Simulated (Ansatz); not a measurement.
# ZnO (zincite): further runs on the relaxed cell

The task here is to estimate one member of a computed series from the others.

Method: DFT r2SCAN, scalar-relativistic, plane waves, PAW, in Ansatz 0.2.0.

1 further run of the same task is left out (set aside as unsound or not needed).

## Starting point

Symmetry: P6_3mc, No. 186, hexagonal system. Conventional cell: a = 3.235 Å, b = 3.235 Å, c = 5.211 Å, α = 90.00°, β = 90.00°, γ = 120.00°. Around Zn (site symmetry 3m) lie 4 O at 1.97 to 1.98 Å. Around O (site symmetry 3m) lie 4 Zn at 1.97 to 1.98 Å.

Structure file:

```
CELL_PARAMETERS angstrom
3.23520 0.00000 0.00000
-1.61760 2.80177 0.00000
0.00000 0.00000 5.21136
ATOMIC_POSITIONS crystal
Zn 0.33333 0.66667 0.49969
Zn 0.66667 0.33333 0.99969
O 0.66667 0.33333 0.37932
O 0.33333 0.66667 0.87932
```

This cell was relaxed beforehand with the same method: volume 11.81 Å³/atom, gap on the mesh 1.24 eV.

The first run:

The input, input.yaml:

```yaml
crystal:
  lattice:
    - [3.2352047606, 0.0, 0.0]
    - [-1.6176023803, 2.8017695091, 0.0]
    - [0.0, 0.0, 5.2113589508]
  atoms:
    - { symbol: Zn, position: [0.3333333333, 0.6666666667, 0.4996911392] }
    - { symbol: Zn, position: [0.6666666667, 0.3333333333, -0.0003088608] }
    - { symbol: O, position: [0.6666666667, 0.3333333333, 0.3793188608] }
    - { symbol: O, position: [0.3333333333, 0.6666666667, 0.8793188608] }
basis:
  ecutwfc: 500
kpoints:
  mp_grid: { grid: [9, 9, 6] }
  band_path:
    path:
      - [[0.0, 0.0, 0.0], [0.5, 0.0, 0.0], [0.33333333, 0.33333333, 0.0], [0.0, 0.0, 0.0], [0.0, 0.0, 0.5], [0.5, 0.0, 0.5], [0.33333333, 0.33333333, 0.5], [0.0, 0.0, 0.5]]
      - [[0.5, 0.0, 0.5], [0.5, 0.0, 0.0]]
      - [[0.33333333, 0.33333333, 0.5], [0.33333333, 0.33333333, 0.0]]
    npoints: 14
hamiltonian:
  xc: r2scan
scf:
  occupations: { method: gaussian, width: 0.02 }
  n_extra_bands: 10
output:
  forces: true
  stress: true
  eigenvalues: true
  populations: true
  dos: { projected: true, de: 0.02, nscf_kmesh: { grid: [14, 14, 9] } }
  bader: true
  write_density: true
  write_potential: true
  elf: true
  volumetric_format: npy
```

Run with:

```bash
> ansatz run input.yaml --threads 2 --pin off --max-ram 5120MiB --backend cpu --events-out ev --progress --plain --runs-dir out
```

Among the steps run: Bands, states and charges; Seeking the band edges over the whole zone; Eigenvalues a small step from each edge; Point at V/V0 = 0.97; Volume × 1.03; Volume × 0.94; The cell scaled to 1.06 of its volume.

One table of the session follows, with a row left open; its other results are not shown here.

```
volume (Å³/atom)  energy above the lowest point (meV/atom)  pressure (GPa)  gap on the mesh (eV)
          11.101                                      22.2           10.64                  1.33
          11.455                                         ?               ?                     ?
          11.809                                       0.0            0.00                  1.24
          12.164                                       4.7           -4.16                  1.19
          12.518                                      17.9           -7.69                  1.15
```

Estimate the missing values for volume (Å³/atom) = 11.455.

Worked estimate for «energy above the lowest point (meV/atom)». A straight line through the neighbours (11.101, 22.2) and (11.809, 0.0) gives 22.2 + (0.0 − 22.2) × (11.455 − 11.101) / (11.809 − 11.101) = 11.1; a parabola fitted to 3 rows on both sides gives 5.8.

As computed: energy above the lowest point (meV/atom): 5.3; pressure (GPa): 4.89; gap on the mesh (eV): 1.28. In «energy above the lowest point (meV/atom)» the line misses by +5.8 and the parabola by +0.5.

Limits of these values: It is a Kohn-Sham gap, without temperature or zero-point motion.
